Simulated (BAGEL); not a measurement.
**One shape, several levels: singlet CH6AlGe+**

Aim: a comparison of 5 runs (HF/STO-3G, HF/def2-SVP, B3LYP/def2-SVP, PBE0/def2-SVP, RI-MP2/def2-SVP) of singlet CH6AlGe+. 

Program for the calculation: BAGEL 1.2.2.

2 further runs of the same task are left out: 1 that didn't finish, 1 set aside as unsound or not needed. Runs told in other sessions of the task aren't counted.

## Step 1: Starting point

CH6AlGe+ has 9 atoms, charge +1, and is taken as a singlet. SMILES of the parent species: `[CH3][Al][GeH3]`. The coordinates come from a PBE0-D4/def2-TZVP relaxation. That shape belongs to the parent species and isn't relaxed for this state.

Bond lengths: C1–Al2 1.967 Å, Al2–Ge3 2.511 Å, C1–H4 1.096 Å, C1–H5 1.091 Å, C1–H6 1.096 Å, Ge3–H7 1.541 Å, Ge3–H8 1.547 Å, Ge3–H9 1.547 Å. Some angles: C1–Al2–Ge3 116.9°, Al2–C1–H4 109.5°, Al2–C1–H5 114.0°, Al2–C1–H6 109.5°, Al2–Ge3–H7 113.6°, Al2–Ge3–H8 111.7°, Al2–Ge3–H9 111.6°, H4–C1–H5 108.3°, H4–C1–H6 107.0°, H5–C1–H6 108.3°.

## Step 2: A single-point energy at HF/STO-3G (density fitting with qzvpp-jkfit) (run 1)

File job.json:

```json
{ "bagel": [

{
  "title": "molecule",
  "basis": "sto-3g",
  "df_basis": "qzvpp-jkfit",
  "angstrom": true,
  "geometry": [
    { "atom": "C", "xyz": [   -0.875600,    1.332100,   -1.110000 ] },
    { "atom": "Al", "xyz": [    0.881900,    0.543800,   -0.713300 ] },
    { "atom": "Ge", "xyz": [    0.948800,   -1.269200,    1.023400 ] },
    { "atom": "H", "xyz": [   -1.565200,    0.544800,   -1.436000 ] },
    { "atom": "H", "xyz": [   -0.851700,    2.107200,   -1.878000 ] },
    { "atom": "H", "xyz": [   -1.295700,    1.766800,   -0.195400 ] },
    { "atom": "H", "xyz": [    2.360300,   -1.837600,    1.267600 ] },
    { "atom": "H", "xyz": [    0.052500,   -2.467400,    0.632600 ] },
    { "atom": "H", "xyz": [    0.433100,   -0.767000,    2.392200 ] }
  ]
},
{
  "title": "hf",
  "charge": 1
},
{
  "title": "print",
  "file": "orbitals.molden",
  "orbitals": true
}

]}
```

Command:

```sh
$ BAGEL_NUM_THREADS=1 BAGEL job.json > job.out
```

Output:

```text
* using 1 threads per process

  ===============================================================
  ===============================================================

  *** Geometry ***

  { "atom" : "C", "xyz" : [     -1.654644,      2.517304,     -2.097596 ] },
  { "atom" : "Al", "xyz" : [      1.666549,      1.027633,     -1.347942 ] },
  { "atom" : "Ge", "xyz" : [      1.792972,     -2.398440,      1.933946 ] },
  { "atom" : "H", "xyz" : [     -2.957799,      1.029523,     -2.713647 ] },
  { "atom" : "H", "xyz" : [     -1.609480,      3.982031,     -3.548906 ] },
  { "atom" : "H", "xyz" : [     -2.448518,      3.338768,     -0.369252 ] },
  { "atom" : "H", "xyz" : [      4.460321,     -3.472561,      2.395417 ] },
  { "atom" : "H", "xyz" : [      0.099211,     -4.662710,      1.195441 ] },
  { "atom" : "H", "xyz" : [      0.818440,     -1.449420,      4.520603 ] },

  Number of auxiliary basis functions:      577

  Since a DF basis is specified, we compute 2- and 3-index integrals:
    o Being stored without compression. Storage requirement is 0.007 GB

  Number of basis functions:       38
  Number of electrons      :       57

    * METHOD: MOLECULE                             0.18

  *** RHF ***

  === Nuclear Repulsion ===
   207.5571304597

      * DIIS with orbital gradients will be used.

  === RHF iteration (sto-3g) ===
      0      -2331.46164348          0.00829698           0.03
      1      -2331.50976471          0.00182736           0.03
      2      -2331.51235939          0.00053759           0.02
      3      -2331.51264574          0.00010887           0.03
      4      -2331.51265441          0.00002797           0.03
      5      -2331.51265501          0.00000562           0.02
      6      -2331.51265504          0.00000155           0.02
      7      -2331.51265504          0.00000048           0.02
      8      -2331.51265504          0.00000011           0.02
      9      -2331.51265504          0.00000003           0.02
     10      -2331.51265504          0.00000000           0.02
    * SCF iteration converged.

    * Permanent dipole moment:
           (   -0.848988,    -1.755243,     1.870608) a.u.

    * METHOD: HF                                   0.38

    * METHOD: PRINT                                0.00

  ===============================================================
```

Run time: 0.7 s. Hardware: 1 thread of Intel Xeon 6975P-C (Granite Rapids), shared host.

## Step 3: A single-point energy at HF/def2-SVP (density fitting with qzvpp-jkfit) (run 2)

Edit job.json of step 2 so:

```diff
@@ -4,5 +4,5 @@
   "title": "molecule",
-  "basis": "sto-3g",
+  "basis": "svp",
   "df_basis": "qzvpp-jkfit",
-  "angstrom": true,
+  "angstrom": "true",
   "geometry": [
@@ -19,11 +19,4 @@
 },
-{
-  "title": "hf",
-  "charge": 1
-},
-{
-  "title": "print",
-  "file": "orbitals.molden",
-  "orbitals": true
-}
+{ "title": "hf", "charge": 1 },
+{ "title": "print", "file": "orbitals.molden", "orbitals": "true" }
```

Command:

```sh
$ BAGEL_NUM_THREADS=1 BAGEL job.json > job.out
```

Output:

```text
* using 1 threads per process

  ===============================================================
  ===============================================================

  *** Geometry ***

  { "atom" : "C", "xyz" : [     -1.654644,      2.517304,     -2.097596 ] },
  { "atom" : "Al", "xyz" : [      1.666549,      1.027633,     -1.347942 ] },
  { "atom" : "Ge", "xyz" : [      1.792972,     -2.398440,      1.933946 ] },
  { "atom" : "H", "xyz" : [     -2.957799,      1.029523,     -2.713647 ] },
  { "atom" : "H", "xyz" : [     -1.609480,      3.982031,     -3.548906 ] },
  { "atom" : "H", "xyz" : [     -2.448518,      3.338768,     -0.369252 ] },
  { "atom" : "H", "xyz" : [      4.460321,     -3.472561,      2.395417 ] },
  { "atom" : "H", "xyz" : [      0.099211,     -4.662710,      1.195441 ] },
  { "atom" : "H", "xyz" : [      0.818440,     -1.449420,      4.520603 ] },

  Number of auxiliary basis functions:      577

  Since a DF basis is specified, we compute 2- and 3-index integrals:
    o Being stored without compression. Storage requirement is 0.041 GB

  Number of basis functions:       94
  Number of electrons      :       57

    * METHOD: MOLECULE                             0.25

  *** RHF ***

  === Nuclear Repulsion ===
   207.5571304597

      * DIIS with orbital gradients will be used.

  === RHF iteration (svp) ===
      0      -2357.86546899          0.01222193           0.09
      1      -2357.96898088          0.00621525           0.08
      2      -2357.99047519          0.00117808           0.08
      3      -2357.99224004          0.00025240           0.08
      4      -2357.99230687          0.00009376           0.08
      5      -2357.99231818          0.00003652           0.08
      6      -2357.99232010          0.00001507           0.08
      7      -2357.99232061          0.00000497           0.08
      8      -2357.99232069          0.00000244           0.08
      9      -2357.99232070          0.00000065           0.08
     10      -2357.99232070          0.00000020           0.08
     11      -2357.99232070          0.00000005           0.08
     12      -2357.99232070          0.00000001           0.08
     13      -2357.99232070          0.00000000           0.08
    * SCF iteration converged.

    * Permanent dipole moment:
           (   -0.577321,    -1.727280,     1.787006) a.u.

    * METHOD: HF                                   1.37

    * METHOD: PRINT                                0.01

  ===============================================================
```

Run time: 1.8 s. Hardware: 1 thread of Intel Xeon 6975P-C (Granite Rapids), shared host; peak memory 0.17 GiB.

Runs 3 to 4 aren't shown in full; the table further down has their settings and results.

## Step 4: A single-point energy at RI-MP2/def2-SVP (density fitting with qzvpp-jkfit) (run 5)

File input.json:

```json
{ "bagel": [

{
  "title": "molecule",
  "basis": "svp",
  "df_basis": "qzvpp-jkfit",
  "angstrom": true,
  "geometry": [
    { "atom": "C", "xyz": [      -0.875600,       1.332100,      -1.110000 ] },
    { "atom": "Al", "xyz": [       0.881900,       0.543800,      -0.713300 ] },
    { "atom": "Ge", "xyz": [       0.948800,      -1.269200,       1.023400 ] },
    { "atom": "H", "xyz": [      -1.565200,       0.544800,      -1.436000 ] },
    { "atom": "H", "xyz": [      -0.851700,       2.107200,      -1.878000 ] },
    { "atom": "H", "xyz": [      -1.295700,       1.766800,      -0.195400 ] },
    { "atom": "H", "xyz": [       2.360300,      -1.837600,       1.267600 ] },
    { "atom": "H", "xyz": [       0.052500,      -2.467400,       0.632600 ] },
    { "atom": "H", "xyz": [       0.433100,      -0.767000,       2.392200 ] }
  ]
},

{ "title": "hf", "charge": 1 },

{ "title": "mp2", "charge": 1, "ncore": 15 }

]}
```

Command:

```sh
$ BAGEL_NUM_THREADS=1 BAGEL input.json > input.out
```

Output:

```text
* using 1 threads per process

  ===============================================================
  ===============================================================

  *** Geometry ***

  { "atom" : "C", "xyz" : [     -1.654644,      2.517304,     -2.097596 ] },
  { "atom" : "Al", "xyz" : [      1.666549,      1.027633,     -1.347942 ] },
  { "atom" : "Ge", "xyz" : [      1.792972,     -2.398440,      1.933946 ] },
  { "atom" : "H", "xyz" : [     -2.957799,      1.029523,     -2.713647 ] },
  { "atom" : "H", "xyz" : [     -1.609480,      3.982031,     -3.548906 ] },
  { "atom" : "H", "xyz" : [     -2.448518,      3.338768,     -0.369252 ] },
  { "atom" : "H", "xyz" : [      4.460321,     -3.472561,      2.395417 ] },
  { "atom" : "H", "xyz" : [      0.099211,     -4.662710,      1.195441 ] },
  { "atom" : "H", "xyz" : [      0.818440,     -1.449420,      4.520603 ] },

  Number of auxiliary basis functions:      577

  Since a DF basis is specified, we compute 2- and 3-index integrals:
    o Being stored without compression. Storage requirement is 0.041 GB

  Number of basis functions:       94
  Number of electrons      :       57

    * METHOD: MOLECULE                             0.25

  *** RHF ***

  === Nuclear Repulsion ===
   207.5571304597

      * DIIS with orbital gradients will be used.

  === RHF iteration (svp) ===
      0      -2357.86546899          0.01222193           0.09
      1      -2357.96898088          0.00621525           0.08
      2      -2357.99047519          0.00117808           0.08
      3      -2357.99224004          0.00025240           0.08
      4      -2357.99230687          0.00009376           0.08
      5      -2357.99231818          0.00003652           0.08
      6      -2357.99232010          0.00001507           0.08
      7      -2357.99232061          0.00000497           0.08
      8      -2357.99232069          0.00000244           0.08
      9      -2357.99232070          0.00000065           0.08
     10      -2357.99232070          0.00000020           0.08
     11      -2357.99232070          0.00000005           0.08
     12      -2357.99232070          0.00000001           0.08
     13      -2357.99232070          0.00000000           0.08
    * SCF iteration converged.

    * Permanent dipole moment:
           (   -0.577321,    -1.727280,     1.787006) a.u.

    * METHOD: HF                                   1.38

  *** RHF ***

  === Nuclear Repulsion ===
   207.5571304597

      * DIIS with orbital gradients will be used.

  === RHF iteration (svp) ===
      0      -2357.99232070          0.00000000           0.08
    * SCF iteration converged.

    * Permanent dipole moment:
           (   -0.577322,    -1.727280,     1.787006) a.u.

  === DF-MP2 calculation ===

    * freezing 15 orbitals
    * 3-index integral transformation done
    * assembly done

      MP2 correlation energy:   -0.4266144985      0.04

      MP2 total energy:       -2358.4189352015

    * METHOD: MP2                                  0.22

  ===============================================================
```

Wall time 2 s (1 thread of Intel Xeon 6975P-C (Granite Rapids), shared host); peak memory 0.17 GiB.

## Step 5: All runs side by side

```
run                                               level  frozen core orbitals   energy (Eh)  HOMO energy (eV)  LUMO energy (eV)  HOMO–LUMO gap (eV)  wall time
  1        HF/STO-3G (density fitting with qzvpp-jkfit)                     –  -2331.512655            -13.63             -2.67               10.97      0.7 s
  2      HF/def2-SVP (density fitting with qzvpp-jkfit)                     –  -2357.992321            -15.32             -6.08                9.23      1.8 s
  3   B3LYP/def2-SVP (density fitting with qzvpp-jkfit)                     –  -2360.546987            -12.73             -9.09                3.63       12 s
  4    PBE0/def2-SVP (density fitting with qzvpp-jkfit)                     –  -2360.046175            -12.93             -8.87                4.06       11 s
  5  RI-MP2/def2-SVP (density fitting with qzvpp-jkfit)                    15  -2358.418935                 –                 –                   –        2 s
```

## Step 6: What came out

| quantity | value |
| --- | --- |
| run 5: total energy | -2358.41894 Eh |
| run 5: correlation energy (15 core orbitals frozen) | -426.6 mEh |

What this shows: Over runs 1, 2, 3, 4 the HOMO–LUMO gap runs from 3.63 eV (B3LYP/def2-SVP) to 10.97 eV (HF/STO-3G). The two ends differ in method and basis. Totals of different functionals can't be ranked against each other. In run 1 the basis is minimal, so the values are rough. All runs together took 27 s, the longest 12 s.
